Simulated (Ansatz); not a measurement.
**CH₉BSiSn: one species, many methods**

One table from this session's results is given with a row withheld; the runs are named, their logs left out.

Method: functionals in def2-TZVPP, the program's frozen cores in correlated methods; program: Ansatz 0.2.0, Gaussian basis.

The runs, in order: LDA (SPW92), PBE-D4, revPBE-D4, BLYP-D4, r2SCAN-D4, B97M-V, PBE0-D4, B3LYP-D4, r2SCANh-D4, r2SCAN0-D4, HSE06-D4, BHLYP-D4, CAM-B3LYP-D4, LC-ωPBE, ωB97X-V, ωB97M-V, B2PLYP, PBE-QIDH; CCSD(T)/def2-SVP; CCSD(T)/def2-TZVPP; MP2/def2-QZVPP; extrapolation to the limit; RPA on PBE.

### The relaxed structure

An earlier PBE0-D4 in a triple-zeta def2 set relaxation fixed the geometry. Sn takes the def2 core potential; no spin-orbit term is included.

SMILES `[SiH3]B[CH2][SnH3]`, 13 atoms, charge 0, spin multiplicity 1.

Atoms are counted from 1 here; the program's logs count them from 0.

Bond lengths: Si1–B2 2.017 Å, Si1–H5 1.490 Å, Si1–H6 1.493 Å, Si1–H7 1.494 Å, B2–C3 1.511 Å, B2–H8 1.202 Å, C3–Sn4 2.219 Å, C3–H9 1.090 Å, C3–H10 1.090 Å, Sn4–H11 1.705 Å, Sn4–H12 1.702 Å, Sn4–H13 1.702 Å. Angles: B2–Si1–H5 113.4°, B2–Si1–H6 109.0°, B2–Si1–H7 112.3°, H5–Si1–H6 107.2°, H5–Si1–H7 107.6°, H6–Si1–H7 107.1°, Si1–B2–C3 122.2°, Si1–B2–H8 119.0°, C3–B2–H8 118.7°, B2–C3–Sn4 91.9°, B2–C3–H9 119.9°, B2–C3–H10 120.2°, Sn4–C3–H9 103.0°, Sn4–C3–H10 103.0°, H9–C3–H10 112.5°, C3–Sn4–H11 112.8°, C3–Sn4–H12 106.6°, C3–Sn4–H13 106.3° and more.

The first run:

Input file in.yaml:

```yaml
crystal:
  periodic: [false, false, false]
  atoms:
    - {symbol: Si, position_ang: [-0.736413, 1.683459, -0.993767]}
    - {symbol: B, position_ang: [-0.674024, 0.501599, 0.639848]}
    - {symbol: C, position_ang: [0.628645, 0.025979, 1.239488]}
    - {symbol: Sn, position_ang: [0.621619, -1.803988, -0.014915]}
    - {symbol: H, position_ang: [-1.790862, 1.289444, -1.970266]}
    - {symbol: H, position_ang: [-1.029918, 3.084648, -0.568266]}
    - {symbol: H, position_ang: [0.567203, 1.709408, -1.723614]}
    - {symbol: H, position_ang: [-1.706494, 0.113644, 1.118688]}
    - {symbol: H, position_ang: [0.646470, -0.371913, 2.254517]}
    - {symbol: H, position_ang: [1.566877, 0.507346, 0.964059]}
    - {symbol: H, position_ang: [-0.663722, -1.833037, -1.135063]}
    - {symbol: H, position_ang: [0.485018, -3.123567, 1.051922]}
    - {symbol: H, position_ang: [2.105903, -1.817721, -0.847732]}
basis:
  gaussian: {orbitals: def2-TZVPP}
hamiltonian: {xc: lda}
output: {orbitals: {seedname: orbitals}}
```

Steps of the session up to this table: LDA; PBE-D4 (GGA); revPBE-D4 (GGA); BLYP-D4 (GGA); r2SCAN-D4 (meta-GGA); B97M-V (meta-GGA); PBE0-D4 (hybrid); B3LYP-D4 (hybrid); r2SCANh-D4 (hybrid); r2SCAN0-D4 (hybrid); HSE06-D4 (hybrid); BHLYP-D4 (hybrid); CAM-B3LYP-D4 (range-separated); LC-ωPBE (range-separated); ωB97X-V (range-separated); ωB97M-V (range-separated); B2PLYP (double hybrid); PBE-QIDH (double hybrid).

One table of the session follows, with a row left open; its other results are not shown here.

It belongs to the step «Frontier levels by functional». 

```
  functional  HOMO (eV)  LUMO (eV)  gap (eV)
 LDA (SPW92)      -6.67      -2.50      4.18
      PBE-D4      -6.62      -2.30      4.33
   revPBE-D4      -6.59      -2.21      4.38
     BLYP-D4      -6.53      -2.12      4.41
   r2SCAN-D4      -6.88      -2.04      4.85
      B97M-V          ?          ?         ?
     PBE0-D4      -7.83      -1.40      6.43
    B3LYP-D4      -7.66      -1.57      6.09
  r2SCANh-D4      -7.33      -1.72      5.61
  r2SCAN0-D4      -8.00      -1.25      6.75
    HSE06-D4      -7.43      -1.77      5.66
    BHLYP-D4      -8.98      -0.36      8.62
CAM-B3LYP-D4      -9.19      -0.29      8.90
     LC-ωPBE     -10.52       0.78     11.30
     ωB97X-V     -10.20       0.70     10.89
     ωB97M-V     -10.00       0.47     10.47
```

Estimate the missing values for B97M-V.

**Answer.** HOMO (eV): -7.03; LUMO (eV): -2.13; gap (eV): 4.90. In the column «HOMO (eV)» it lies between r2SCANh-D4 (-7.33) and r2SCAN-D4 (-6.88).
